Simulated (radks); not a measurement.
# Ionisation energy and size from Ni⁺ to Pt⁺

The task here is to estimate one member of a computed series from the others.

Method: scalar-relativistic Kohn-Sham, r2SCAN, spin-polarised, spherical densities, finite nucleus; open shells are filled with parallel spins first. Code: radks (a radial shooting solver on a logarithmic mesh, Libxc functionals) version 1.

## The system

| Property | Result |
| --- | --- |
| species | Ni⁺, Pd⁺, Pt⁺ |
| runs | 6, each species and its next ion |

Set-up of the first run:

Input:

```text
Z 28
configuration [Ar] 3d9
relativity scalar-relativistic
functional r2scan,r2scan
spin polarised
nucleus finite rms 3.7757 fm
c 137.035999084
```

Among the steps run: Ni⁺, [Ar] 3d9.

One table of the session follows, with a row left open; its other results are not shown here.

It belongs to the step «Ni⁺, [Ar] 3d9». From the orbitals of this run (lengths in bohr):

```
  level     <r>  outermost maximum (interpolated)  90 % within  nodes
  2p up  0.2152                             0.165        0.352      0
2p down  0.2151                             0.165        0.352      0
  3s up  0.7432                             0.640         1.12      2
3s down  0.7442                             0.640         1.12      2
  3p up  0.7850                             0.649         1.21      1
3p down  0.7866                             0.650         1.22      1
  3d up       ?                                 ?            ?      ?
3d down   1.081                             0.644         1.95      0
```

Estimate the missing values for 3d up.

As computed: <r>: 1.052; outermost maximum (interpolated): 0.641; 90 % within: 1.88; nodes: 0. In the column «<r>» it lies between 3p down (0.7866) and 3d down (1.081).

Limits of these values: Open shells are spherical and high-spin; term and fine-structure splittings are not resolved.
